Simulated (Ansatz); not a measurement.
# Mo16F: the cost of one run

Method: DFT PBE+D3(BJ), scalar-relativistic, plane waves, PAW, in Ansatz 0.2.0.

The COD entry's cell or inner coordinates are ideal or old and differ from later refinements, so a difference from it is no clean test against experiment.

3 further runs of the same task are left out: 3 set aside as unsound or not needed. Runs told in other sessions of the task aren't counted.

## Step 1: The system as given

It takes space group Im-3m (No. 229, cubic). The conventional cell has a = 3.130 Å, b = 3.130 Å, c = 3.130 Å, α = 90.00°, β = 90.00°, γ = 90.00°. Mo (site symmetry m-3m) is surrounded by 8 Mo at 2.71 Å.

Coordinates:

```
Mo
1.0
    -1.56513    1.56513    1.56513
     1.56513   -1.56513    1.56513
     1.56513    1.56513   -1.56513
Mo
1
Cartesian
  0.0000 0.0000 0.0000
```

It is the result of an earlier relaxation at this level (volume 15.34 Å³/atom; gap on the mesh: none (metal)).

## Step 5: Plan of the scan

Atoms count from 1 in the order of the input.

F is moved over the surface cell at a fixed height above a rigid substrate; the origin of the map has the adsorbate above Mo13; the height is held at 2.50 Å.

- position of F17 along the first surface vector, from above Mo13: 8 values from 0.000 to 0.875, periodic
- position of F17 along the second surface vector, from above Mo13: 8 values from 0.000 to 0.875, periodic

Nothing else is relaxed. Points are written as (first, second).

The two vectors of the plane (Å): (3.130, 0.000, 0.000); (0.000, 3.130, 0.000).

(The set-up runs are not shown.)

## Step 6: The run at (2/8, 2/8) of the map's two axes

Input file input.yaml:

```yaml
crystal:
  lattice:
    - [6.2605007525, 0.0, 0.0]
    - [0.0, 6.2605007525, 0.0]
    - [0.0, 0.0, 21.9767982496]
  atoms:
    - { symbol: Mo, position: [0.25, 0.25, 0.1820101343] }
    - { symbol: Mo, position: [0.25, 0.75, 0.1820101343] }
    - { symbol: Mo, position: [0.75, 0.25, 0.1820101343] }
    - { symbol: Mo, position: [0.75, 0.75, 0.1820101343] }
    - { symbol: Mo, position: [0.0, 0.0, 0.2532272957] }
    - { symbol: Mo, position: [0.0, 0.5, 0.2532272957] }
    - { symbol: Mo, position: [0.5, 0.0, 0.2532272957] }
    - { symbol: Mo, position: [0.5, 0.5, 0.2532272957] }
    - { symbol: Mo, position: [0.25, 0.25, 0.3271327589] }
    - { symbol: Mo, position: [0.25, 0.75, 0.3271327589] }
    - { symbol: Mo, position: [0.75, 0.25, 0.3271327589] }
    - { symbol: Mo, position: [0.75, 0.75, 0.3271327589] }
    - { symbol: Mo, position: [0.0, 0.0, 0.3902660502] }
    - { symbol: Mo, position: [0.0, 0.5, 0.3902660502] }
    - { symbol: Mo, position: [0.5, 0.0, 0.3902660502] }
    - { symbol: Mo, position: [0.5, 0.5, 0.3902660502] }
    - { symbol: F, position: [0.125, 0.125, 0.5040223841] }
basis:
  ecutwfc: 420
kpoints:
  mp_grid: { grid: [5, 5, 1] }
hamiltonian:
  xc: pbe
  pseudopotentials: { kind: paw, azcp: { folder: soft_1 } }
  dispersion: d3bj
scf:
  occupations: { method: gaussian, width: 0.1 }
output:
  forces: true
  eigenvalues: true
  write_density: true
  write_potential: true
  elf: true
  volumetric_format: npy
efield:
  axis: 3
  dipole_correction: true
  ramp_width: 0.04
```

The run is started by

```console
> ansatz run input.yaml --threads 4 --pin off --max-ram 12288MiB --backend cpu --events-out ev --progress --plain --runs-dir out
```

**Question.** How long does this run take on 4 threads of Arm Neoverse V2, shared host, and how much memory does it need?

About 57 s, with a peak of 2.6 GiB.
